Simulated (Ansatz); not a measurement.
**CSiZn (SMILES [C]1#[Si][Zn]1): functionals against CCSD(T) at one geometry**

One table from this session's results is given with a row withheld; the runs are named, their logs left out.

Program: Ansatz 0.2.0, Gaussian basis. Level of theory: single points in def2-TZVPP. These are calculated values, not measurements.

Correlated methods freeze the cores. The 3s and 3p shells of Cu and Zn are frozen; filled d shells are correlated. B3LYP uses VWN-RPA correlation.

## The system as given

SMILES `[C]1#[Si][Zn]1`, 3 atoms, charge 0, spin multiplicity 1.

Atoms are counted from 1 here; the program's logs count them from 0.

Bond lengths: C1–Si2 1.705 Å, C1–Zn3 1.816 Å, Si2–Zn3 2.375 Å. Angles: Si2–C1–Zn3 84.8°, C1–Si2–Zn3 49.6°, C1–Zn3–Si2 45.6°.

As a file:

```xyz
3
CSiZn
C     0.36290    0.73700    0.31040
Si   -1.04050    0.32810   -0.56790
Zn    0.72770   -1.04020    0.23330
```

Set-up of the first run:

Contents of run/in.yaml:

```yaml
crystal:
  periodic: [false, false, false]
  atoms:
    - {symbol: C, position_ang: [0.362900, 0.737000, 0.310400]}
    - {symbol: Si, position_ang: [-1.040500, 0.328100, -0.567900]}
    - {symbol: Zn, position_ang: [0.727700, -1.040200, 0.233300]}
basis:
  gaussian: {orbitals: def2-TZVPP}
correlation: {method: ccsd_t, frozen_orbitals: {C: 1, Si: 5, Zn: 9}}
output: {forces: true}
```

No record of the launch command was kept for these runs.

Steps of the session up to this table: CCSD(T)/def2-TZVPP; PBE0-D4/def2-TZVPP; wB97M-V/def2-TZVPP; r2SCAN-D4/def2-TZVPP; PBE-D4/def2-TZVPP; HSE06-D4/def2-TZVPP; B3LYP-D4/def2-TZVPP.

One table of the session follows, with a row left open; its other results are not shown here.

| method | RMS force component (eV/Å) | angle to CCSD(T) forces (°) | dipole (D) |
| --- | --- | --- | --- |
| CCSD(T) | 0.932 | reference | 4.24 |
| PBE0-D4 | 0.728 | 7.4 | 4.50 |
| wB97M-V | 0.676 | 15.7 | 4.63 |
| r2SCAN-D4 | 0.652 | 10.0 | 4.22 |
| PBE-D4 | 0.848 | 5.0 | 3.93 |
| HSE06-D4 | ? | ? | ? |
| B3LYP-D4 | 0.861 | 8.1 | 4.18 |

Q: Estimate the row for HSE06-D4 from the others.

As computed: RMS force component (eV/Å): 0.742; angle to CCSD(T) forces (°): 7.1; dipole (D): 4.50. In the column «RMS force component (eV/Å)» it lies between PBE0-D4 (0.728) and PBE-D4 (0.848).
